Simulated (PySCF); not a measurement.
# Cl4Ta (Ta(Cl)4+): the cost of one run

Computed with PySCF 2.14.0. Level: several levels, as the steps say, no spin–orbit coupling.

3 further runs of the same task are left out: 2 for a known fault of the program, 1 that didn't finish.

### 1 The starting structure

5 atoms, charge 1, spin multiplicity 1.

Bond lengths: Ta1–Cl2 2.220 Å, Ta1–Cl3 2.220 Å, Ta1–Cl4 2.220 Å, Ta1–Cl5 2.220 Å. Angles: Cl2–Ta1–Cl3 109.5°, Cl2–Ta1–Cl4 109.5°, Cl2–Ta1–Cl5 109.5°, Cl3–Ta1–Cl4 109.5°, Cl3–Ta1–Cl5 109.5°, Cl4–Ta1–Cl5 109.5°.

Geometry (Å):

```csv
atom,x (Å),y (Å),z (Å)
Ta1,0.0000,0.0000,0.0000
Cl2,1.2817,1.2817,1.2817
Cl3,-1.2817,-1.2817,1.2817
Cl4,1.2817,-1.2817,-1.2817
Cl5,-1.2817,1.2817,-1.2817
```

Formal oxidation states: Ta +5. An earlier session relaxed this geometry at PBE0, Ta def2-SVP with ECP60, Cl def2-SVP (singlet, point group Td).

At PBE0 on the finer grid: E = -1896.590263 Eh, HOMO -15.30 eV, LUMO -8.93 eV, Mulliken charge on Ta1 +0.97 e, largest force component 0.006 eV/Å. 

Levels to run: TPSSh; PBE; r2SCAN; wB97X; PBE0, TZVP; PBE0, x2c-SVP. Hardware: 2 threads of Arm Neoverse V2, shared host.

### 2 TPSSh

Contents of run.py (the lines that set the calculation):

```python
mol = gto.M(atom='''
Ta     0.00000     0.00000     0.00000
Cl     1.28174     1.28174     1.28174
Cl    -1.28174    -1.28174     1.28174
Cl     1.28174    -1.28174    -1.28174
Cl    -1.28174     1.28174    -1.28174''',
    basis={'Ta': 'def2-SVP', 'Cl': 'def2-SVP'},
    ecp={'Ta': 'def2-SVP'},
    charge=1, spin=0)
mf = dft.RKS(mol, xc='TPSSH')
mf.grids.atom_grid = (75, 302)
mf = mf.density_fit()  # fitting sets: Ta def2-universal-JKFIT, Cl def2-universal-JKFIT
mf.conv_tol = 1e-08; mf.max_cycle = 55
mf.kernel(dm0)  # dm0: the density of the relaxed state
```

Run with:

```console
$ OMP_NUM_THREADS=2 python run.py
```

**Question.** How long does this run take on 2 threads of Arm Neoverse V2, shared host?

About 9.6 s.
